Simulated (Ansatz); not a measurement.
**Al3GaN4: properties at the relaxed cell**

The task, for Al3GaN4: fit an equation of state.

Program: Ansatz 0.2.0. Level of theory: DFT r2SCAN, scalar-relativistic, plane waves, PAW. These are calculated values, not measurements.

1 further run of the same task is left out (set aside as unsound or not needed). Runs told in other sessions of the task aren't counted.

## Step 1: The system as given

Symmetry: Pm, No. 6, monoclinic system. The conventional cell has a = 5.038 Å, b = 3.125 Å, c = 5.410 Å, α = 90.00°, β = 90.03°, γ = 90.00°. Al (site symmetry m) is surrounded by 4 N at 1.88 to 1.90 Å. Al (site symmetry m) has 4 N at 1.89 to 1.90 Å in its first shell of neighbours. Ga (site symmetry m) is surrounded by 4 N at 1.93 to 1.96 Å. N (site symmetry m) is surrounded by 3 Al at 1.89 Å and 1 Ga at 1.96 Å. Around N (site symmetry m) lie 4 Al at 1.90 Å. Around N (site symmetry m) lie 2 Al at 1.88 to 1.89 Å and 2 Ga at 1.93 Å. Around N (site symmetry m) lie 3 Al at 1.89 to 1.90 Å and 1 Ga at 1.94 Å.

Structure file:

```xyz
8
Lattice="5.0381 0.0000 0.0001 0.0000 3.1249 0.0000 -0.0033 0.0000 5.4104" Properties=species:S:1:pos:R:3 pbc="T T T"
Al    2.5196    1.5625    0.9049
Al    0.0006    1.5625    4.5171
Al    0.0040    0.0000    1.7943
Ga    2.5143    0.0000    3.6045
N     0.5556    0.0000    3.6050
N     0.6175    1.5625    0.9043
N     3.1481    1.5625    4.5485
N     3.1397    0.0000    1.7631
```

It goes back to an entry of the Materials Project, which need not be the stable form.

It is the result of an earlier relaxation at this level (volume 10.65 Å³/atom; gap on the mesh: 4.15 eV).

## Step 2: The cell scaled to 0.97 of its volume

The input, input.yaml:

```yaml
crystal:
  lattice:
    - [4.9871890021, 0.0, 6.0347e-05]
    - [0.0, 3.0933815282, 0.0]
    - [-0.0032575003, 0.0, 5.3557388097]
  atoms:
    - { symbol: Al, position: [0.5002216619, 0.5, 0.1672550746] }
    - { symbol: Al, position: [0.0006683707, 0.5, 0.834901937] }
    - { symbol: Al, position: [0.0010043258, 0.0, 0.331644464] }
    - { symbol: Ga, position: [0.4994946874, 0.0, 0.6662044644] }
    - { symbol: "N", position: [0.1107069787, 0.0, 0.6663170123] }
    - { symbol: "N", position: [0.1226755896, 0.5, 0.1671322915] }
    - { symbol: "N", position: [0.6254135993, 0.5, 0.8406810065] }
    - { symbol: "N", position: [0.6234137867, 0.0, 0.3258647496] }
basis:
  ecutwfc: 500
kpoints:
  mp_grid: { grid: [6, 8, 4] }
hamiltonian:
  xc: r2scan
scf:
  occupations: { method: gaussian, width: 0.02 }
output:
  forces: true
  stress: true
  eigenvalues: true
relax:
  adjacent_minimum: "off"
  f_tol: 0.01
  max_steps: 30
  cell: { stress_tol: 0.1, fix: [volume] }
```

Command:

```
> ansatz run input.yaml --threads 2 --pin off --max-ram 5120MiB --backend cpu --events-out ev --progress --plain --runs-dir out
```

## Step 3: Point at V/V0 = 1.03

input.yaml: that of step 2 with these lines changed.

```diff
@@ -2,5 +2,5 @@
   lattice:
-    - [4.9871890021, 0.0, 6.0347e-05]
-    - [0.0, 3.0933815282, 0.0]
-    - [-0.0032575003, 0.0, 5.3557388097]
+    - [5.0879674471, 0.0, 6.15665e-05]
+    - [0.0, 3.1558909258, 0.0]
+    - [-0.0033233261, 0.0, 5.4639647119]
   atoms:
```

## Step 4: Point at V/V0 = 0.94

The input, input.yaml:

```yaml
crystal:
  lattice:
    - [4.9313227596, 0.0, -9.99539e-05]
    - [0.0, 3.0624804762, 0.0]
    - [-0.003392505, 0.0, 5.3018577969]
  atoms:
    - { symbol: Al, position: [0.5003906875, 0.5, 0.167337814] }
    - { symbol: Al, position: [0.0008983183, 0.5, 0.8349918469] }
    - { symbol: Al, position: [0.0011951894, 0.0, 0.3315535214] }
    - { symbol: Ga, position: [0.4994684702, 0.0, 0.666109293] }
    - { symbol: "N", position: [0.110394699, 0.0, 0.6662879667] }
    - { symbol: "N", position: [0.1226121542, 0.5, 0.167191699] }
    - { symbol: "N", position: [0.6252888509, 0.5, 0.840694376] }
    - { symbol: "N", position: [0.6233506305, 0.0, 0.3258344829] }
basis:
  ecutwfc: 500
kpoints:
  mp_grid: { grid: [6, 8, 4] }
hamiltonian:
  xc: r2scan
scf:
  occupations: { method: gaussian, width: 0.02 }
output:
  forces: true
  stress: true
  eigenvalues: true
relax:
  adjacent_minimum: "off"
  f_tol: 0.01
  max_steps: 30
  cell: { stress_tol: 0.1, fix: [volume] }
```

## Step 5: Volume × 1.06

The input, input.yaml:

```yaml
crystal:
  lattice:
    - [5.140424879, 0.0, 8.14642e-05]
    - [0.0, 3.1850370267, 0.0]
    - [-0.0033368369, 0.0, 5.5147944753]
  atoms:
    - { symbol: Al, position: [0.5001029401, 0.5, 0.1672134588] }
    - { symbol: Al, position: [0.0004937461, 0.5, 0.8348577272] }
    - { symbol: Al, position: [0.0008479164, 0.0, 0.3316937052] }
    - { symbol: Ga, position: [0.4995170076, 0.0, 0.6662542926] }
    - { symbol: "N", position: [0.1109315092, 0.0, 0.6663351675] }
    - { symbol: "N", position: [0.1227240374, 0.5, 0.1670943636] }
    - { symbol: "N", position: [0.6255068916, 0.5, 0.8406951971] }
    - { symbol: "N", position: [0.6234749517, 0.0, 0.3258570881] }
basis:
  ecutwfc: 500
kpoints:
  mp_grid: { grid: [6, 8, 4] }
hamiltonian:
  xc: r2scan
scf:
  occupations: { method: gaussian, width: 0.02 }
output:
  forces: true
  stress: true
  eigenvalues: true
relax:
  adjacent_minimum: "off"
  f_tol: 0.01
  max_steps: 30
  cell: { stress_tol: 0.1, fix: [volume] }
```

## Step 6: Volume × 0.91

The input, input.yaml:

```yaml
crystal:
  lattice:
    - [4.8737519451, 0.0, -0.0002630295]
    - [0.0, 3.0310785799, 0.0]
    - [-0.0035293383, 0.0, 5.2470809471]
  atoms:
    - { symbol: Al, position: [0.5005833056, 0.5, 0.1674186715] }
    - { symbol: Al, position: [0.0011838269, 0.5, 0.8350892235] }
    - { symbol: Al, position: [0.0014213722, 0.0, 0.331461632] }
    - { symbol: Ga, position: [0.4994828925, 0.0, 0.6660022498] }
    - { symbol: "N", position: [0.1100159896, 0.0, 0.6662575761] }
    - { symbol: "N", position: [0.1225213027, 0.5, 0.1672684406] }
    - { symbol: "N", position: [0.6251393397, 0.5, 0.8407280767] }
    - { symbol: "N", position: [0.6232509709, 0.0, 0.3257751297] }
basis:
  ecutwfc: 500
kpoints:
  mp_grid: { grid: [6, 8, 4] }
hamiltonian:
  xc: r2scan
scf:
  occupations: { method: gaussian, width: 0.02 }
output:
  forces: true
  stress: true
  eigenvalues: true
  write_density: true
  write_potential: true
  elf: true
  volumetric_format: npy
relax:
  adjacent_minimum: "off"
  f_tol: 0.01
  max_steps: 30
  cell: { stress_tol: 0.1, fix: [volume] }
```

## Step 7: The cell scaled to 1.10 of its volume

The input, input.yaml:

```yaml
crystal:
  lattice:
    - [5.2077019103, 0.0, 0.0001592045]
    - [0.0, 3.2234523251, 0.0]
    - [-0.0032981663, 0.0, 5.581645906]
  atoms:
    - { symbol: Al, position: [0.4999967118, 0.5, 0.1671539785] }
    - { symbol: Al, position: [0.000308643, 0.5, 0.8348019416] }
    - { symbol: Al, position: [0.0006986794, 0.0, 0.3317492763] }
    - { symbol: Ga, position: [0.4995365886, 0.0, 0.6663339546] }
    - { symbol: "N", position: [0.1111291256, 0.0, 0.6663579167] }
    - { symbol: "N", position: [0.1227754799, 0.5, 0.167043668] }
    - { symbol: "N", position: [0.6256158731, 0.5, 0.8407103007] }
    - { symbol: "N", position: [0.6235378987, 0.0, 0.3258499636] }
basis:
  ecutwfc: 500
kpoints:
  mp_grid: { grid: [6, 8, 4] }
hamiltonian:
  xc: r2scan
scf:
  occupations: { method: gaussian, width: 0.02 }
output:
  forces: true
  stress: true
  eigenvalues: true
  write_density: true
  write_potential: true
  elf: true
  volumetric_format: npy
relax:
  adjacent_minimum: "off"
  f_tol: 0.01
  max_steps: 30
  cell: { stress_tol: 0.1, fix: [volume] }
```

## Step 8: Point at V/V0 = 0.88

The input, input.yaml:

```yaml
crystal:
  lattice:
    - [4.8141615539, 0.0, -0.0004727401]
    - [0.0, 2.9992333388, 0.0]
    - [-0.0037149625, 0.0, 5.1914510151]
  atoms:
    - { symbol: Al, position: [0.5008301816, 0.5, 0.1675030033] }
    - { symbol: Al, position: [0.0015281138, 0.5, 0.8352012489] }
    - { symbol: Al, position: [0.0017073747, 0.0, 0.3313567925] }
    - { symbol: Ga, position: [0.4995351189, 0.0, 0.6658837602] }
    - { symbol: "N", position: [0.1095246677, 0.0, 0.6662284171] }
    - { symbol: "N", position: [0.1224011369, 0.5, 0.167359805] }
    - { symbol: "N", position: [0.6249514502, 0.5, 0.8407804414] }
    - { symbol: "N", position: [0.6231209563, 0.0, 0.3256875315] }
basis:
  ecutwfc: 500
kpoints:
  mp_grid: { grid: [6, 8, 4] }
hamiltonian:
  xc: r2scan
scf:
  occupations: { method: gaussian, width: 0.02 }
output:
  forces: true
  stress: true
  eigenvalues: true
relax:
  adjacent_minimum: "off"
  f_tol: 0.01
  max_steps: 30
  cell: { stress_tol: 0.1, fix: [volume] }
```

(Steps that only read results are left out.)

Q: Predict the outcome of this session. Wanted: equilibrium volume of the fit; bulk modulus.

**Answer**, as computed:

```
                     quantity          value
equilibrium volume of the fit  10.65 Å³/atom
                 bulk modulus        207 GPa
      its pressure derivative            3.9
```

In words: The fit puts the minimum at 10.65 Å³/atom with B = 207 GPa and B' = 3.9. The gap on the mesh goes from 5.23 eV at the smallest volume to 3.37 eV at the largest.
